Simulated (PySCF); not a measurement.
# C2H9BSSi: the cost of one run

The runs use PySCF 2.14.0, with density-fitted response routines of our own; the level of theory stands in each step. All values are computed, except where a source is named. Atoms count from 0, in the outputs and in this text.

## (1) Starting geometry

14 atoms, charge 0, multiplicity 1; geometry from: GFN2-xTB.

Bonds of the start (Å): C0–B1 1.56, B1–C2 1.58, C2–S3 1.85, S3–Si4 2.13, C0–H5 1.09, C0–H6 1.09, C0–H7 1.09, B1–H8 1.17, C2–H9 1.09, C2–H10 1.09, Si4–H11 1.46, Si4–H12 1.45, Si4–H13 1.46.

## (2) TDDFT and polarisability: wB97X-D/def2-SVPD

The job: settings as JSON, then the geometry in Å.

```
{"job": {"kind": "uv", "xc": "wB97X-D", "basis": "def2-SVPD", "nstates": 8, "ntriplets": 3}, "charge": 0, "multiplicity": 1}
C     -2.424223    -0.139303    -0.375652
B     -1.563206     1.110070    -0.009496
C      0.009420     1.024845     0.062027
S      0.753294    -0.613192    -0.349624
Si     2.774919    -0.260258     0.233017
H     -3.472025     0.065561    -0.576570
H     -2.380559    -0.846607     0.454014
H     -2.001467    -0.679059    -1.221427
H     -2.039725     2.149401     0.253506
H      0.464153     1.750958    -0.615423
H      0.348635     1.283403     1.067301
H      2.791166     0.022541     1.666667
H      3.463096    -1.489149    -0.111837
H      3.275843     0.900341    -0.498669
```

Level: TDDFT wB97X-D/def2-SVPD, vertical, gas phase, core orbitals frozen in the response.

Launch:

```console
> OMP_NUM_THREADS=1 python probes_run.py task.json out
```

One launch serves the whole session: the jobs run in the order shown.

**Question.** How long does this first job take on 1 thread of Arm Neoverse V1, shared host, and how much memory does it need?

About 27 s, with a peak of 0.85 GiB.
